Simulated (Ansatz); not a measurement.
**CH₅GaO (built from SMILES C[O][GaH2]): a reaction path by the nudged elastic band**

What path joins these two structures, and how high does it climb? Both ends were relaxed at PBE0-D4 in triple zeta.

The runs use Ansatz 0.2.0, Gaussian basis; PBE0-D4/def2-SVP.

18 further runs of the same task are left out: 2 that didn't finish, 16 set aside as unsound or not needed.

## (1) The starting structure

The first end: 8 atoms, charge 0, spin multiplicity 1.

Atoms are counted from 1 here; the program's logs count them from 0.

Bond lengths: Ga1–O2 1.782 Å, Ga1–H4 1.555 Å, Ga1–H5 1.565 Å, O2–C3 1.402 Å, C3–H6 1.099 Å, C3–H7 1.096 Å, C3–H8 1.096 Å. Angles: O2–Ga1–H4 113.9°, O2–Ga1–H5 115.8°, H4–Ga1–H5 130.3°, Ga1–O2–C3 123.8°, O2–C3–H6 113.2°, O2–C3–H7 110.0°, O2–C3–H8 110.0°, H6–C3–H7 107.8°, H6–C3–H8 107.8°, H7–C3–H8 107.8°.

Coordinates:

```xyz
8
charge 0, multiplicity 1
Ga   -1.10165   -0.47818   -1.04101
O     0.51899   -0.50747   -0.30057
C     0.90332    0.31359    0.76885
H    -1.27740   -1.48574   -2.21194
H    -2.11464    0.54185   -0.42298
H     0.10242    0.98571    1.10743
H     1.75997    0.93185    0.47751
H     1.20898   -0.30160    1.62273
```

The second end:

```xyz
8
charge 0, multiplicity 1
Ga   -2.08939   -0.41180   -1.26058
O     0.08048   -0.55408   -0.50432
C     0.76379    0.18984    0.49836
H     0.66065   -1.20539   -0.90669
H    -2.17137    0.81185   -0.09556
H     0.03454    0.89588    0.89158
H     1.60991    0.73681    0.07369
H     1.11140   -0.46310    1.30351
```

## (2) The band at PBE0-D4/def2-SVP

neb/in.yaml

```yaml
crystal:
  periodic: [false, false, false]
  atoms:
    - {symbol: Ga, position_ang: [-1.101646, -0.478184, -1.041006]}
    - {symbol: O, position_ang: [0.518994, -0.507465, -0.300575]}
    - {symbol: C, position_ang: [0.903322, 0.313585, 0.768847]}
    - {symbol: H, position_ang: [-1.277397, -1.485737, -2.211944]}
    - {symbol: H, position_ang: [-2.114643, 0.541846, -0.422980]}
    - {symbol: H, position_ang: [0.102424, 0.985706, 1.107427]}
    - {symbol: H, position_ang: [1.759965, 0.931854, 0.477505]}
    - {symbol: H, position_ang: [1.208980, -0.301604, 1.622728]}
basis:
  gaussian: {orbitals: def2-SVP}
hamiltonian: {xc: pbe0, dispersion: d4}
neb:
  images: 5
  climbing: true
  max_iterations: 40
  initial_path: idpp
  final_atoms:
    - {symbol: Ga, position_ang: [-2.089391, -0.411801, -1.260575]}
    - {symbol: O, position_ang: [0.080482, -0.554084, -0.504323]}
    - {symbol: C, position_ang: [0.763785, 0.189842, 0.498360]}
    - {symbol: H, position_ang: [0.660645, -1.205395, -0.906692]}
    - {symbol: H, position_ang: [-2.171367, 0.811847, -0.095559]}
    - {symbol: H, position_ang: [0.034536, 0.895883, 0.891584]}
    - {symbol: H, position_ang: [1.609907, 0.736809, 0.073690]}
    - {symbol: H, position_ang: [1.111405, -0.463101, 1.303515]}
```

On the command line:

```console
> ansatz run in.yaml --threads 2 --pin off --events-out ev --progress --plain --max-ram 4352MiB
```

Q: Predict the outcome of this session. Wanted: from earlier runs: barrier over the separately found saddle, CCSD(T)/def2-TZVPP.

As calculated:

```
                                                                       quantity                                                  value
                                                PBE0-D4/def2-SVP, 19 iterations  highest 234.7 kJ/mol (image 3), last end +88.3 kJ/mol
from earlier runs: barrier over the separately found saddle, CCSD(T)/def2-TZVPP                                           253.7 kJ/mol
```

**Reading.** The highest image lies 234.7 kJ/mol above the first end, and it climbed, so it estimates the saddle. The ends are not quite minima at this level (largest force component 0.45 eV/Å), so the heights are unreliable: relaxing the first end would lower it and raise the barrier above it. The highest image is 19.0 kJ/mol below the CCSD(T) barrier in triple zeta, which comes from separate runs on the saddle.
